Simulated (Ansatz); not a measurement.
Geometry optimisation, DFT PBE, scalar-relativistic, plane waves, PAW in Ansatz.

Input file:

```yaml
accuracy: low
crystal:
  lattice:
    - [0.0, 5.43, 5.43]
    - [5.43, 0.0, 5.43]
    - [5.43, 5.43, 0.0]
  atoms:
    - { symbol: Si, position: [0.0, 0.0, 0.0] }
    - { symbol: Si, position: [0.125, 0.125, 0.125] }
    - { symbol: Si, position: [0.0, 0.0, 0.5] }
    - { symbol: Si, position: [0.125, 0.125, 0.625] }
    - { symbol: Si, position: [0.0, 0.5, 0.0] }
    - { symbol: Si, position: [0.125, 0.625, 0.125] }
    - { symbol: Si, position: [0.0, 0.5, 0.5] }
    - { symbol: Si, position: [0.125, 0.625, 0.625] }
    - { symbol: Si, position: [0.5, 0.0, 0.0] }
    - { symbol: Si, position: [0.625, 0.125, 0.125] }
    - { symbol: Si, position: [0.5, 0.0, 0.5] }
    - { symbol: Si, position: [0.625, 0.125, 0.625] }
    - { symbol: Si, position: [0.5, 0.5, 0.0] }
    - { symbol: Si, position: [0.625, 0.625, 0.125] }
    - { symbol: Si, position: [0.5, 0.5, 0.5] }
    - { symbol: Si, position: [0.625, 0.625, 0.625] }
    - { symbol: Ti, position: [0.7489795, 0.7587382, 0.7402973] }
basis:
  ecutwfc: 420.0
kpoints:
  mp_grid: { grid: [2, 2, 2] }
hamiltonian:
  xc: pbe
  pseudopotentials: { kind: paw, azcp: { folder: soft_1 } }
scf:
  occupations: { method: fermi_dirac, width: 0.02 }
  lower_state_search: "off"
relax:
  f_tol: 0.08
  max_steps: 25
  adjacent_minimum: "off"
output:
  write_density: true
  write_potential: true
  elf: true
  volumetric_format: npy
```

Run as:

```bash
$ ansatz run input.yaml --threads 1 --pin off --max-ram 3072MiB --backend cpu --events-out ev --progress --plain --runs-dir out
```

Question: Where does it end, and by what steps?

Answer: The forces met the threshold. The force dipped under the threshold on the way, but the program's further checks kept it going. Limits of this set-up: coarse k mesh, a small cell, in which the defect meets its images, low accuracy level. After 3 steps the energy has fallen by 0.416 eV; Si16 moved furthest, 0.08 Å.

| step | energy less start (eV) | largest force component (eV/Å) | accepted |
| --- | --- | --- | --- |
| 0 | 0.0000 | 1.344 | yes |
| 1 | -0.3871 | 0.393 | yes |
| 2 | -0.4157 | 0.048 | yes |
| 3 | -0.4157 | 0.048 | yes |

```xyz
17
Lattice="0.0000 5.4300 5.4300 5.4300 0.0000 5.4300 5.4300 5.4300 0.0000" Properties=species:S:1:pos:R:3
Si 0.001 -0.006 0.004
Si 1.342 1.337 1.344
Si 2.713 2.713 0.041
Si 4.089 4.085 1.344
Si 2.715 0.035 2.718
Si 4.090 1.336 4.093
Si 5.391 2.711 2.718
Si 6.744 4.112 4.118
Si 0.039 2.712 2.716
Si 1.342 4.085 4.091
Si 2.714 5.389 2.716
Si 4.115 6.744 4.116
Si 2.716 2.711 5.394
Si 4.115 4.111 6.748
Si 5.427 5.428 5.432
Si 6.744 6.742 6.746
Ti 8.143 8.142 8.147
```

Whether the end is a true minimum wasn't checked by a vibrational analysis.

Run time: 36 s on 1 thread of Arm Neoverse V1 (shared host), peak memory 0.55 GiB.
